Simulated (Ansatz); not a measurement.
Runs of Ansatz 0.2.0 on Ba2Tl5V3O12. The typed cell holds 22 atoms: a = 6.653 Å, b = 8.840 Å, c = 9.892 Å, α = 71.07°, β = 73.99°, γ = 70.69°. The cell was built by a generator and needn't be a form met in nature.

| task | level | U | k mesh | gap on the mesh (eV) | pressure (GPa) | moment (μB) | largest force (eV/Å) |
| --- | --- | --- | --- | --- | --- | --- | --- |
| single point | PBE | - | 4 × 3 × 2 | 2.90 | 0.0 | 0.00 | 0.01 |
| projected density of states | PBE | - | 5 × 4 × 3 | 2.90 | 0.0 | 0.00 | 0.01 |
| single point | PBE | - | 5 × 4 × 3 | 2.90 | 0.0 | 0.00 | 0.01 |
| single point | PBE+U | V d U = 3 eV | 4 × 3 × 2 | 2.91 | 0.2 | 0.00 | (a) |

Alike in all rows: potentials or basis all-electron LAPW, scalar-relativistic; spin collinear, ferromagnetic start; cell as given; cutoff (eV) 492; smearing fermi-dirac 0.05 eV; basis error allowed 0.003 eV/atom.

Fill in the values left out.

(a) 0.09.

Caveats: spin-orbit coupling is left out, which as a rule narrows the gap of such compounds by several tenths of an eV; the starting moments weren't kept; an odd mesh through Γ misses points on the zone boundary, where band edges often lie (some runs); the density of states is complete only up to the lowest level of the last band computed (some runs); the magnetic state may not be the lowest (some runs); U is the effective U less J, on atomic orbitals that reach past the spheres (some runs).

A k mesh can miss the band edges, and the runs leave out spin-orbit coupling on Ba, Tl.
